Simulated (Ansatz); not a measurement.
**YTe: a scan of the volume**

Aim, for YTe: follow the energy without spin against volume.

Computed with Ansatz 0.2.0 (DFT PBEsol, scalar-relativistic, plane waves, PAW, unless a step's input says otherwise).

### Step 1. Starting point

The structure is hexagonal, space group P-6m2 (No. 187). The conventional cell has a = 4.109 Å, b = 4.109 Å, c = 4.062 Å, α = 90.00°, β = 90.00°, γ = 120.00°. Around Y (site symmetry -6m2) lie 6 Te at 3.12 Å. Te (site symmetry -6m2) is surrounded by 6 Y at 3.12 Å.

Coordinates:

```cif
data_structure
_symmetry_space_group_name_H-M 'P 1'
_symmetry_Int_Tables_number 1
_cell_length_a 4.1091
_cell_length_b 4.1091
_cell_length_c 4.0617
_cell_angle_alpha 90.000
_cell_angle_beta 90.000
_cell_angle_gamma 120.000
_cell_volume 59.39
loop_
_atom_site_label
_atom_site_type_symbol
_atom_site_fract_x
_atom_site_fract_y
_atom_site_fract_z
_atom_site_occupancy
Y1 Y 0.33333 0.66667 0.00000 1
Te1 Te 0.66667 0.33333 0.50000 1
```

The structure comes from the Materials Project (structure only); it is used as listed.

### Step 2. The base input

Input file input.yaml:

```yaml
crystal:
  lattice:
    - [4.1090938522, 0.0, 0.0]
    - [-2.0545469261, 3.5585796626, 0.0]
    - [0.0, 0.0, 4.06166601]
  atoms:
    - { symbol: "Y", position: [0.33333333, 0.66666667, 0.0], spin: 0.31 }
    - { symbol: Te, position: [0.66666667, 0.33333333, 0.5] }
basis:
  ecutwfc: 420
kpoints:
  mp_grid: { grid: [12, 12, 10] }
hamiltonian:
  xc: pbesol
scf:
  occupations: { method: gaussian, width: 0.1 }
output:
  forces: true
  stress: true
  eigenvalues: true
  populations: true
magnetization:
  spin_polarized: true
```

It was run beforehand and gave: -5349.6565 eV/atom at zero smearing, pressure -2.81 GPa, largest force 0.000 eV/Å, no gap on the mesh, site moments Y +0.27 μB, in 13 SCF cycles and 34 s.

### Step 3. V/V0 = 0.8, start: no spin polarisation

Input file input.yaml:

```yaml
crystal:
  lattice:
    - [3.8145448282, 0.0, 0.0]
    - [-1.9072724141, 3.3034927251, 0.0]
    - [0.0, 0.0, 3.7705167196]
  atoms:
    - { symbol: "Y", position: [0.3333333333, 0.6666666667, 0.0] }
    - { symbol: Te, position: [0.6666666667, 0.3333333333, 0.5] }
basis:
  ecutwfc: 420
kpoints:
  mp_grid: { grid: [12, 12, 10] }
hamiltonian:
  xc: pbesol
scf:
  occupations: { method: gaussian, width: 0.1 }
  lower_state_search: "off"
output:
  forces: true
  stress: true
  eigenvalues: true
```

On the command line:

```
$ ansatz run input.yaml --threads 1 --pin off --max-ram 2560MiB --backend cpu --events-out ev --progress --plain --runs-dir out
```

### Step 4. V/V0 = 0.86, start: no spin polarisation

input.yaml, as its differences from that of step 3:

```diff
@@ -2,5 +2,5 @@
   lattice:
-    - [3.8145448282, 0.0, 0.0]
-    - [-1.9072724141, 3.3034927251, 0.0]
-    - [0.0, 0.0, 3.7705167196]
+    - [3.9076189867, 0.0, 0.0]
+    - [-1.9538094934, 3.3840973108, 0.0]
+    - [0.0, 0.0, 3.8625166008]
   atoms:
```

### Step 5. V/V0 = 0.92, start: no spin polarisation

input.yaml, as its differences from that of step 4:

```diff
@@ -2,5 +2,5 @@
   lattice:
-    - [3.9076189867, 0.0, 0.0]
-    - [-1.9538094934, 3.3840973108, 0.0]
-    - [0.0, 0.0, 3.8625166008]
+    - [3.9964587666, 0.0, 0.0]
+    - [-1.9982293833, 3.461034817, 0.0]
+    - [0.0, 0.0, 3.9503309772]
   atoms:
```

### Step 6. V/V0 = 0.96, start: no spin polarisation

input.yaml, as its differences from that of step 5:

```diff
@@ -2,5 +2,5 @@
   lattice:
-    - [3.9964587666, 0.0, 0.0]
-    - [-1.9982293833, 3.461034817, 0.0]
-    - [0.0, 0.0, 3.9503309772]
+    - [4.0535587492, 0.0, 0.0]
+    - [-2.0267793746, 3.5104848525, 0.0]
+    - [0.0, 0.0, 4.0067719023]
   atoms:
```

### Step 7. V/V0 = 1.04, start: no spin polarisation

input.yaml, as its differences from that of step 6:

```diff
@@ -2,5 +2,5 @@
   lattice:
-    - [4.0535587492, 0.0, 0.0]
-    - [-2.0267793746, 3.5104848525, 0.0]
-    - [0.0, 0.0, 4.0067719023]
+    - [4.1631670776, 0.0, 0.0]
+    - [-2.0815835388, 3.6054084494, 0.0]
+    - [0.0, 0.0, 4.1151151132]
   atoms:
```

### Step 8. V/V0 = 1.1, start: no spin polarisation

input.yaml, as its differences from that of step 7:

```diff
@@ -2,5 +2,5 @@
   lattice:
-    - [4.1631670776, 0.0, 0.0]
-    - [-2.0815835388, 3.6054084494, 0.0]
-    - [0.0, 0.0, 4.1151151132]
+    - [4.2417358762, 0.0, 0.0]
+    - [-2.1208679381, 3.6734510249, 0.0]
+    - [0.0, 0.0, 4.1927770577]
   atoms:
```

### Step 9. V/V0 = 1.18, start: no spin polarisation

input.yaml, as its differences from that of step 8:

```diff
@@ -2,5 +2,5 @@
   lattice:
-    - [4.2417358762, 0.0, 0.0]
-    - [-2.1208679381, 3.6734510249, 0.0]
-    - [0.0, 0.0, 4.1927770577]
+    - [4.3421690735, 0.0, 0.0]
+    - [-2.1710845368, 3.7604287252, 0.0]
+    - [0.0, 0.0, 4.2920510384]
   atoms:
```

(Steps that only read results are left out.)

Q: Predict the outcome of the series: the values and the trend.

**Answer**, as computed:

```
                                  quantity        value
lowest point, start “no spin polarisation”  V/V0 = 0.96
```

**Reading.** For the start “no spin polarisation” the lowest point lies at V/V0 = 0.96. The pressure passes through zero near V/V0 = 0.954, about 28.34 Å³/atom. The base cell is magnetic, so this curve without spin is not the ground state's. Spin-orbit coupling is left out for Te.
